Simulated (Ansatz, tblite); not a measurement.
# (HZn-mu-OH)2 (Zn₂H₄O₂): a ladder of methods and basis sets, part 2 of 2

How do method and basis change the picture of (HZn-mu-OH)2 (Zn₂H₄O₂) (singlet)?

Ansatz 0.2.0, Gaussian basis; as each input shows. Earlier steps stand in the parts before.

## Step 11: LDA/def2-TZVP

Input file in.yaml:

```yaml
crystal:
  periodic: [false, false, false]
  atoms:
    - {symbol: Zn, position_ang: [-0.625706, 1.266098, 0.446439]}
    - {symbol: H, position_ang: [-1.270545, 2.572521, 0.907977]}
    - {symbol: O, position_ang: [0.633160, 0.617613, -0.863990]}
    - {symbol: Zn, position_ang: [0.625701, -1.266098, -0.446543]}
    - {symbol: H, position_ang: [1.272099, -2.572321, -0.906453]}
    - {symbol: O, position_ang: [-0.634348, -0.617804, 0.862911]}
    - {symbol: H, position_ang: [1.126259, 1.097894, -1.534874]}
    - {symbol: H, position_ang: [-1.126610, -1.097914, 1.534533]}
basis:
  gaussian: {orbitals: def2-TZVP, initial_orbitals: start.molden}
hamiltonian: {xc: lda}
scf: {omitted_lower_state_checks: [starts]}
output: {orbitals: {seedname: orbitals}}
```

The run is started by

```bash
> ansatz run in.yaml --threads 4 --pin off --events-out ev --progress --plain --max-ram 3916MiB
```

Output:

```text
Functional definition: SPW92
  name "SPW92"
  cite "Dirac, Proc. Camb. Phil. Soc. 26, 376 (1930) doi:10.1017/S0305004100016108"
  cite "Slater, Phys. Rev. 81, 385 (1951) doi:10.1103/PhysRev.81.385"
  cite "Perdew & Wang, Phys. Rev. B 45, 13244 (1992) doi:10.1103/PhysRevB.45.13244"
  exchange = slater_x
  correlation = pw_c
these checks for a lower state are left out or cut short: starts
1398 factors; their error is unknown
mean field evaluation 1: about -100815.0016 eV, gradient 4.2e1 eV
mean field evaluation 2: about -100815.5583 eV, gradient 9.2e-1 eV
mean field evaluation 4: about -100815.5470 eV, gradient 1.9e-1 eV
mean field -100815.54699321 eV, -3704.9030167684 hartree, gradient 4.0e-5 eV, S^2 0.000000; 0 other end points of the search recorded, 0 dependent functions left out
reference -100815.54704466 eV, -3704.9030186591 hartree; 40, 40 occupied and 142, 142 virtual orbitals, 1398 factors
Total energy: -100815.54704466 eV, -3704.9030186591 hartree
Checks for a lower state left out: starts
```

Run time: 1.5 s. Hardware: 4 threads of Intel Xeon Platinum 8259CL at 2.50GHz, shared host.

From the report: HOMO -6.74 eV, LUMO -1.24 eV.

## Step 12: BHLYP-D4/def2-TZVP

Edit in.yaml of step 11 so:

```diff
@@ -13,3 +13,3 @@
   gaussian: {orbitals: def2-TZVP, initial_orbitals: start.molden}
-hamiltonian: {xc: lda}
+hamiltonian: {xc: {name: BHLYP}, dispersion: d4}
 scf: {omitted_lower_state_checks: [starts]}
```

Same command.

Output:

```text
Functional definition: BHLYP
  name "BHLYP"
  cite "Becke, J. Chem. Phys. 98, 1372 (1993) doi:10.1063/1.464304"
  cite "Becke, Phys. Rev. A 38, 3098 (1988) doi:10.1103/PhysRevA.38.3098"
  cite "Lee, Yang & Parr, Phys. Rev. B 37, 785 (1988) doi:10.1103/PhysRevB.37.785"
  parameter a = 0.5
  exchange = (1 - a)*b88_x + a*exact_x
  correlation = lyp_c
these checks for a lower state are left out or cut short: starts
1710 factors; their error is unknown
mean field evaluation 1: about -100997.8575 eV, gradient 1.1e1 eV
mean field evaluation 2: about -100998.0054 eV, gradient 2.5e-1 eV
mean field evaluation 4: about -100998.3775 eV, gradient 9.0e-4 eV
mean field -100998.37748504 eV, -3711.6219134163 hartree, gradient 1.1e-5 eV, S^2 0.000000; 0 other end points of the search recorded, 0 dependent functions left out
reference -100998.37767520 eV, -3711.6219204044 hartree; 40, 40 occupied and 142, 142 virtual orbitals, 1710 factors
Total energy: -100998.58808250 eV, -3711.6296527300 hartree
Checks for a lower state left out: starts
```

Run time: 4.3 s. Hardware: 4 threads of Intel Xeon Platinum 8259CL at 2.50GHz, shared host; peak memory 0.65 GiB.

From the report: HOMO -9.01 eV, LUMO 0.50 eV.

## Step 13: PBE-D4/def2-SVP

Edit in.yaml of step 12 so:

```diff
@@ -12,4 +12,4 @@
 basis:
-  gaussian: {orbitals: def2-TZVP, initial_orbitals: start.molden}
-hamiltonian: {xc: {name: BHLYP}, dispersion: d4}
+  gaussian: {orbitals: def2-SVP, initial_orbitals: start.molden}
+hamiltonian: {xc: pbe, dispersion: d4}
 scf: {omitted_lower_state_checks: [starts]}
```

Launched as before.

Output:

```text
Functional definition: PBE
  name "PBE"
  cite "Perdew, Burke & Ernzerhof, Phys. Rev. Lett. 77, 3865 (1996) doi:10.1103/PhysRevLett.77.3865"
  parent pbe
  parameter kappa = 0.804
  parameter beta = 0.06672455060314922
  exchange = pbe_x(kappa = kappa, mu = beta*pi^2/3)
  correlation = pbe_c(beta = beta)
these checks for a lower state are left out or cut short: starts
1234 factors; their error is unknown
mean field evaluation 1: about -100963.6990 eV, gradient 1.2e1 eV
mean field evaluation 2: about -100964.0623 eV, gradient 3.4e-1 eV
mean field evaluation 4: about -100964.0055 eV, gradient 7.0e-2 eV
mean field -100964.00552416 eV, -3710.3587671519 hartree, gradient 2.0e-5 eV, S^2 0.000000; 0 other end points of the search recorded, 0 dependent functions left out
reference -100964.00558041 eV, -3710.3587692190 hartree; 40, 40 occupied and 70, 70 virtual orbitals, 1234 factors
Total energy: -100964.16731358 eV, -3710.3647128035 hartree
Checks for a lower state left out: starts
```

Run time: 1.3 s. Hardware: 4 threads of Intel Xeon Platinum 8259CL at 2.50GHz, shared host.

Report: HOMO -6.19 eV, LUMO -0.64 eV.

## Step 14: PBE0-D4/def2-SVP

Edit in.yaml of step 13 so:

```diff
@@ -13,3 +13,3 @@
   gaussian: {orbitals: def2-SVP, initial_orbitals: start.molden}
-hamiltonian: {xc: pbe, dispersion: d4}
+hamiltonian: {xc: pbe0, dispersion: d4}
 scf: {omitted_lower_state_checks: [starts]}
```

Launched as before.

Output:

```text
Functional definition: PBE0
  name "PBE0"
  cite "Adamo & Barone, J. Chem. Phys. 110, 6158 (1999) doi:10.1063/1.478522"
  cite "Perdew, Burke & Ernzerhof, Phys. Rev. Lett. 77, 3865 (1996) doi:10.1103/PhysRevLett.77.3865"
  parent pbe
  parameter a = 0.25
  parameter kappa = 0.804
  parameter beta = 0.06672455060314922
  exchange = (1 - a)*pbe_x(kappa = kappa, mu = beta*pi^2/3) + a*exact_x
  correlation = pbe_c(beta = beta)
these checks for a lower state are left out or cut short: starts
1065 factors; integrals over basis functions are off by at most 7.7e-4 eV
mean field evaluation 1: about -100965.0953 eV, gradient 1.5e1 eV
mean field evaluation 2: about -100965.4686 eV, gradient 3.8e-1 eV
mean field evaluation 4: about -100965.7135 eV, gradient 1.3e-3 eV
mean field -100965.71345733 eV, -3710.4215325385 hartree, gradient 3.1e-5 eV, S^2 0.000000; 0 other end points of the search recorded, 0 dependent functions left out
reference -100965.71349838 eV, -3710.4215340470 hartree; 40, 40 occupied and 70, 70 virtual orbitals, 1065 factors
Total energy: -100965.84966571 eV, -3710.4265381040 hartree
Checks for a lower state left out: starts
```

Wall time 2.1 s (4 threads of Intel Xeon Platinum 8259CL at 2.50GHz, shared host).

Report: HOMO -7.51 eV, LUMO 0.19 eV.

## Step 15: HF/STO-3G

Edit in.yaml of step 14 so:

```diff
@@ -12,4 +12,4 @@
 basis:
-  gaussian: {orbitals: def2-SVP, initial_orbitals: start.molden}
-hamiltonian: {xc: pbe0, dispersion: d4}
+  gaussian: {orbitals: STO-3G}
+hamiltonian: {xc: hf}
 scf: {omitted_lower_state_checks: [starts]}
```

Launched as before.

Output:

```text
Functional definition: HF
  name "HF"
  cite "Fock, Z. Phys. 61, 126 (1930) doi:10.1007/BF01340294"
  parent pbe
  exchange = exact_x
  correlation = 0
these checks for a lower state are left out or cut short: starts
525 factors; integrals over basis functions are off by at most 5.1e-4 eV
mean field evaluation 1: about -99031.4599 eV, gradient 4.6e2 eV
mean field evaluation 2: about -99032.2122 eV, gradient 4.6e2 eV
mean field evaluation 4: about -98981.1250 eV, gradient 3.8e2 eV
mean field evaluation 8: about -99287.3927 eV, gradient 2.0e2 eV
mean field evaluation 16: about -99712.0589 eV, gradient 4.4e0 eV
mean field evaluation 32: about -99712.6976 eV, gradient 4.0e-4 eV
mean field -99712.69764112 eV, -3664.3740506172 hartree, gradient 8.6e-6 eV, S^2 0.000000; 0 other end points of the search recorded, 0 dependent functions left out
reference -99712.69764112 eV, -3664.3740506172 hartree; 40, 40 occupied and 10, 10 virtual orbitals, 525 factors
Total energy: -99712.69764112 eV, -3664.3740506172 hartree
Checks for a lower state left out: starts
```

It took 1.5 s on 4 threads of Intel Xeon Platinum 8259CL at 2.50GHz, shared host.

From the report: HOMO -1.54 eV, LUMO 6.46 eV.

## Step 16: CCSD(T)/def2-TZVP

Edit in.yaml of step 15 so:

```diff
@@ -12,4 +12,4 @@
 basis:
-  gaussian: {orbitals: STO-3G}
-hamiltonian: {xc: hf}
+  gaussian: {orbitals: def2-TZVP, initial_orbitals: start.molden}
+correlation: {method: ccsd_t, frozen_orbitals: {H: 0, O: 1, Zn: 9}}
 scf: {omitted_lower_state_checks: [starts]}
```

Same command.

Output (excerpt; [...] marks lines left out):

```text
Functional definition: HF
  name "HF"
  cite "Fock, Z. Phys. 61, 126 (1930) doi:10.1007/BF01340294"
  parent pbe
[...]
1420 factors; integrals over basis functions are off by at most 1.1e-3 eV
[...]
mean field -100894.23309076 eV, -3707.7946775181 hartree, gradient 3.9e-6 eV, S^2 0.000000; 0 other end points of the search recorded, 0 dependent functions left out
20 core orbitals not correlated: weight in the atoms' cores, before any rotation towards them, 1.000 or more for the frozen orbitals, at most 0.000 for the correlated occupied ones
reference -100894.23309076 eV, -3707.7946775181 hartree; 20, 20 occupied and 142, 142 virtual orbitals, 1420 factors
second order -36.66531321 eV of doubles, -0.00000000 eV of singles
cycle   1  -33.71367713 eV  change     3.0e0 eV  update   1.6e-1
[...]
cycle   9  -35.00992311 eV  change   -1.9e-5 eV  update   2.9e-5
perturbative correction -0.95672821 eV, -0.0351591131 hartree
Total energy: -100930.19974208 eV, -3709.1164275750 hartree
Checks for a lower state left out: starts
```

Run time: 55 s. Hardware: 4 threads of Intel Xeon Platinum 8259CL at 2.50GHz, shared host; peak memory 2 GiB.

From the report: Hartree-Fock HOMO -10.82 eV, LUMO 2.26 eV; T1 0.016.

## Step 17: RPA/def2-TZVP

Edit in.yaml of step 16 so:

```diff
@@ -13,4 +13,4 @@
   gaussian: {orbitals: def2-TZVP, initial_orbitals: start.molden}
-correlation: {method: ccsd_t, frozen_orbitals: {H: 0, O: 1, Zn: 9}}
+hamiltonian: {xc: pbe}
+correlation: {method: rpa, frozen_orbitals: {H: 0, O: 1, Zn: 9}}
 scf: {omitted_lower_state_checks: [starts]}
-output: {orbitals: {seedname: orbitals}}
```

The command is unchanged.

Output (excerpt; [...] marks lines left out):

```text
Functional definition: PBE
  name "PBE"
  cite "Perdew, Burke & Ernzerhof, Phys. Rev. Lett. 77, 3865 (1996) doi:10.1103/PhysRevLett.77.3865"
  parent pbe
[...]
1420 factors; integrals over basis functions are off by at most 1.1e-3 eV
[...]
mean field -100983.54632136 eV, -3711.0768782038 hartree, gradient 2.9e-6 eV, S^2 0.000000; 0 other end points of the search recorded, 0 dependent functions left out
20 core orbitals not correlated: weight in the atoms' cores, before any rotation towards them, 1.000 or more for the frozen orbitals, at most 0.000 for the correlated occupied ones
reference -100891.33962289 eV, -3707.6883445349 hartree; 20, 20 occupied and 142, 142 virtual orbitals, 1420 factors
Total energy: -100941.33591233 eV, -3709.5256742831 hartree
Checks for a lower state left out: starts
```

Wall time 4.6 s (4 threads of Intel Xeon Platinum 8259CL at 2.50GHz, shared host).

## Step 18: Levels side by side

| level | functions | HOMO (eV) | LUMO (eV) | gap (eV) | time |
| --- | --- | --- | --- | --- | --- |
| HF/STO-3G | 50 | -1.54 | 6.46 | 8.00 | 1.5 s |
| HF/def2-TZVP | 182 | -10.82 | 2.26 | 13.08 | 2.9 s |
| LDA/def2-TZVP | 182 | -6.74 | -1.24 | 5.50 | 1.5 s |
| PBE-D4/def2-SVP | 110 | -6.19 | -0.64 | 5.55 | 1.3 s |
| PBE-D4/def2-TZVP | 182 | -6.59 | -1.09 | 5.50 | 2.9 s |
| r2SCAN-D4/def2-TZVP | 182 | -6.87 | -0.62 | 6.25 | 4 s |
| PBE0-D4/def2-SVP | 110 | -7.51 | 0.19 | 7.70 | 2.1 s |
| PBE0-D4/def2-TZVP | 182 | -7.83 | -0.20 | 7.63 | 3.9 s |
| r2SCAN0-D4/def2-TZVP | 182 | -8.03 | 0.10 | 8.13 | 6 s |
| BHLYP-D4/def2-TZVP | 182 | -9.01 | 0.50 | 9.52 | 4.3 s |
| ωB97M-V/def2-TZVP | 182 | -10.08 | 1.33 | 11.41 | 10 s |

Energy pieces by basis (eV):

| basis | HF | MP2 correlation | CCSD correlation | (T) | total |
| --- | --- | --- | --- | --- | --- |
| def2-TZVP | -100894.2331 | -36.6653 | -35.0099 | -0.9567 | -100930.1997 |

## Step 19: Binding energy

Free atoms were run apart at each level; binding is atoms less cluster, divided by the number of atoms, without zero-point or spin-orbit terms.

Differences are taken before rounding.

| method | binding an atom (eV) | from CCSD(T)/def2-TZVP (eV) | time |
| --- | --- | --- | --- |
| HF/STO-3G | 1.854 | -0.804 | 1.5 s |
| HF/def2-TZVP | 1.871 | -0.786 | 2.9 s |
| LDA/def2-TZVP | 3.222 | +0.565 | 1.5 s |
| PBE-D4/def2-SVP | 2.833 | +0.176 | 1.3 s |
| PBE-D4/def2-TZVP | 2.739 | +0.082 | 2.9 s |
| r2SCAN-D4/def2-TZVP | 2.792 | +0.135 | 4 s |
| PBE0-D4/def2-SVP | 2.768 | +0.111 | 2.1 s |
| PBE0-D4/def2-TZVP | 2.693 | +0.036 | 3.9 s |
| r2SCAN0-D4/def2-TZVP | 2.725 | +0.068 | 6 s |
| BHLYP-D4/def2-TZVP | 2.610 | -0.047 | 4.3 s |
| ωB97M-V/def2-TZVP | 2.760 | +0.103 | 10 s |
| MP2/def2-TZVP | 2.744 | +0.087 |  |
| CCSD/def2-TZVP | 2.618 | -0.039 |  |
| CCSD(T)/def2-TZVP | 2.657 | 0 | 55 s |

Among the levels timed on like hardware and quicker than the yardstick, those that no quicker one beats, quickest first: PBE-D4/def2-SVP (1.3 s, +0.176 eV); PBE0-D4/def2-SVP (2.1 s, +0.111 eV); PBE-D4/def2-TZVP (2.9 s, +0.082 eV); PBE0-D4/def2-TZVP (3.9 s, +0.036 eV).

## Step 20: Outcome

This closing draws on all 2 parts.

| quantity | value |
| --- | --- |
| gap in def2-TZVP, named functionals and Hartree-Fock, smallest and largest | 5.50 eV (LDA), 13.08 eV (HF) |
| correlation energy, CCSD(T)/def2-TZVP | -35.97 eV |
| binding an atom, CCSD(T)/def2-TZVP | 2.657 eV |
| PBE0 total energy, smallest basis above largest | 18.92 eV (def2-SVP, def2-TZVP) |

**Reading.** Over the named functionals and Hartree-Fock in def2-TZVP the gap runs from 5.50 eV (LDA) to 13.08 eV (HF); exact exchange widens it. A small miss in a minimal or small basis is a cancelling of errors, not accuracy. The functionals in def2-TZVP miss CCSD(T)/def2-TZVP by -0.047 (BHLYP-D4) to +0.565 eV (LDA) an atom. The reference is CCSD(T) in one finite basis, so it carries an error of its own, often a tenth of an eV or more, and near misses can't be ranked.

PBE0-D4/def2-TZVP reaches 0.036 eV from the reference in 3.9 s, where CCSD(T)/def2-TZVP took 55 s; the quickest level in the cost chart, PBE-D4/def2-SVP, takes 1.3 s and misses by 0.176 eV. The slowest run with a step of its own, CCSD(T)/def2-TZVP, took 55 s; the quickest functional in def2-TZVP took 1.5 s (shared host).
